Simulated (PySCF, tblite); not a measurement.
**C7H14Si: geometry, infrared bands and NMR shifts**

What infrared bands and NMR shifts should C7H14Si (`C=C[C@@]1(CC)[SiH2][C@@H]1C`) show?

Programs: tblite 0.8.0 and PySCF 2.14.0, with density-fitted response routines of our own. Each step states its level of theory. These are calculated values for one molecule in the gas phase, unless marked as measured. Atoms are numbered from 0 throughout.

## 1. Starting geometry

22 atoms, charge 0, multiplicity 1; geometry from: force field or distance geometry start.

Bonds of the start (Å): C0–C1 1.32, C1–C2 1.48, C2–C3 1.50, C3–C4 1.53, C2–Si5 1.89, Si5–C6 1.86, C6–C7 1.50, C6–C2 1.49, C0–H8 1.08, C0–H9 1.10, C1–H10 1.10, C3–H11 1.11, C3–H12 1.10, C4–H13 1.12, C4–H14 1.11, C4–H15 1.11, Si5–H16 1.47, Si5–H17 1.47, C6–H18 1.12, C7–H19 1.10, C7–H20 1.12, C7–H21 1.12.

## 2. Geometry optimisation with GFN2-xTB

The job: settings as JSON, then the geometry in Å.

```
{"job": {"kind": "relax", "xc": "GFN2-xTB", "basis": "xTB"}, "charge": 0, "multiplicity": 1}
C      0.837700     2.402700     0.475800
C      0.733600     1.162700     0.920100
C      0.022500     0.111600     0.168200
C      0.765500    -0.429100    -1.012200
C      2.046400    -1.051400    -0.443800
Si    -0.795400    -1.300500     1.121300
C     -1.464600     0.194300     0.242700
C     -2.355100    -0.085500    -0.933200
H      1.366000     3.158300     1.043400
H      0.357200     2.678000    -0.476900
H      1.191300     0.859200     1.876900
H      1.110300     0.437800    -1.616000
H      0.211000    -1.173900    -1.594800
H      2.923100    -0.534900    -0.920000
H      2.061200    -0.845300     0.647800
H      2.075800    -2.137100    -0.652700
H     -0.486500    -1.260500     2.557100
H     -0.914900    -2.578500     0.409100
H     -1.864700     0.952900     0.964000
H     -2.092000     0.486800    -1.835700
H     -3.399700     0.156400    -0.596600
H     -2.339000    -1.184600    -1.147200
```

Started as:

```bash
OMP_NUM_THREADS=1 python probes_run.py task.json out
```

The driver reads the jobs from task.json and runs them one after another.

**Question.** This job is followed by: GFN2-xTB harmonic vibrations, gas phase; GIAO PBE0/pcSseg-1 NMR shielding, non-relativistic, gas phase. Predict these results of the whole session: strongest single infrared mode (GFN2-xTB); zero-point energy (GFN2-xTB); 13C shifts against TMS (PBE0/pcSseg-1); 1H shifts against TMS (PBE0/pcSseg-1, means over atoms taken as alike); 29Si shifts against TMS (PBE0/pcSseg-1).

The runs gave:

| quantity | value |
| --- | --- |
| strongest single infrared mode (GFN2-xTB) | 2377 cm⁻¹, 322 km/mol |
| zero-point energy (GFN2-xTB) | 116.0 kcal/mol |
| 13C shifts against TMS (PBE0/pcSseg-1) | 157.6, 112.5, 33.9, 30.1, 27.3, 19.6, 15.8 ppm |
| 1H shifts against TMS (PBE0/pcSseg-1, means over atoms taken as alike) | 6.84, 5.03, 4.64, 2.70, 2.66, 1.71, 1.58, 1.45, 1.21, 1.13 ppm |
| 29Si shifts against TMS (PBE0/pcSseg-1) | -112.4 ppm |

**Reading.** Relaxing lowered the energy by 0.925 eV in 248 steps; the close pair that moved most is C2–C6, from 1.491 to 1.550 Å. No mode is imaginary among the 60: a minimum at this level. The strongest single mode, at 2377 cm⁻¹, moves mainly H16. GFN2-xTB is a fitted tight-binding method: band positions and strengths are rough. Its intensities can rank the bands wrongly. The most deshielded carbon is C1 (alkene CH), at 157.6 ppm: the olefinic region. The most deshielded hydrogen is H10 (hydrogen on an alkene CH), at 6.84 ppm: olefinic region. At PBE0/pcSseg-1: Shielding is most anisotropic at Si5 (span 280 ppm, paramagnetic term -423 ppm).
